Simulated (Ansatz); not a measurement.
# H3C2N: the cost of one run

Method: DFT PBE+D3(BJ), plane waves, PAW, scalar-relativistic, no spin polarisation, in Ansatz 0.2.0.

## 1. The structure to begin with

The cell holds 36 atoms (C12H18N6): a = 8.052 Å, b = 8.052 Å, c = 8.052 Å, α = 90.00°, β = 90.00°, γ = 90.00°.

The coordinates stand in the first input below.

## 2. Preparing the start

File input.yaml:

```yaml
accuracy: low
crystal:
  lattice:
    - [8.051748, 0.0, 0.0]
    - [0.0, 8.051748, 0.0]
    - [0.0, 0.0, 8.051748]
  atoms:
    - { symbol: C, position: [0.8000935, 0.8330197, 0.2873524] }
    - { symbol: C, position: [0.6974412, 0.6841754, 0.2723985] }
    - { symbol: "N", position: [0.6146386, 0.5641128, 0.2603362] }
    - { symbol: H, position: [0.7913948, 0.883233, 0.4129805] }
    - { symbol: H, position: [0.9296906, 0.8031158, 0.2610883] }
    - { symbol: H, position: [0.7583429, 0.9274735, 0.1995184] }
    - { symbol: C, position: [0.2309547, 0.0534514, 0.8791666] }
    - { symbol: C, position: [0.2684053, 0.0113252, 1.0516153] }
    - { symbol: "N", position: [0.2986141, -0.0226553, 1.1907181] }
    - { symbol: H, position: [0.2387881, 0.187595, 0.8611784] }
    - { symbol: H, position: [0.319406, -0.007044, 0.7961237] }
    - { symbol: H, position: [0.1057946, 0.0122838, 0.847235] }
    - { symbol: C, position: [0.5323825, 0.3656156, 0.817558] }
    - { symbol: C, position: [0.6694524, 0.4517282, 0.8994859] }
    - { symbol: "N", position: [0.7800175, 0.5211895, 0.9655716] }
    - { symbol: H, position: [0.4157086, 0.4304094, 0.8413992] }
    - { symbol: H, position: [0.5534165, 0.3612484, 0.6837] }
    - { symbol: H, position: [0.5223378, 0.2387936, 0.864406] }
    - { symbol: C, position: [0.161647, 0.110721, 0.4932453] }
    - { symbol: C, position: [0.254195, 0.260481, 0.5370922] }
    - { symbol: "N", position: [0.3288471, 0.3812823, 0.5724605] }
    - { symbol: H, position: [0.0931148, 0.1303464, 0.3779299] }
    - { symbol: H, position: [0.2467773, 0.0065748, 0.4763381] }
    - { symbol: H, position: [0.0736921, 0.0797728, 0.5916606] }
    - { symbol: C, position: [0.5760913, 0.1253515, 0.4165954] }
    - { symbol: C, position: [0.6488207, 0.0832888, 0.5773962] }
    - { symbol: "N", position: [0.7074866, 0.0493596, 0.7071033] }
    - { symbol: H, position: [0.5622623, 0.2597494, 0.4053969] }
    - { symbol: H, position: [0.6558788, 0.0810953, 0.3163218] }
    - { symbol: H, position: [0.4540565, 0.0676414, 0.4040857] }
    - { symbol: C, position: [0.2162171, 0.6324558, 0.8772724] }
    - { symbol: C, position: [0.1143541, 0.7018391, 0.7441347] }
    - { symbol: "N", position: [0.0321882, 0.7578059, 0.6367416] }
    - { symbol: H, position: [0.167878, 0.6710494, 0.9979096] }
    - { symbol: H, position: [0.2151748, 0.4970325, 0.8710361] }
    - { symbol: H, position: [0.3441376, 0.6757892, 0.8655244] }
basis:
  ecutwfc: 420.0
kpoints:
  mp_grid: { grid: [1, 1, 1] }
hamiltonian:
  xc: pbe
  dispersion: d3bj
scf:
  occupations: { method: fermi_dirac, width: 0.05 }
  lower_state_search: "off"
relax:
  f_tol: 0.3
  max_steps: 15
  adjacent_minimum: "off"
```

On the command line:

```bash
$ ansatz run input.yaml --threads 1 --pin off --max-ram 3072MiB --backend cpu --events-out ev --progress --plain --runs-dir out
```

What time and memory should one allow on 1 thread of Arm Neoverse V2, shared host?

About 46 s, with a peak of 0.46 GiB.
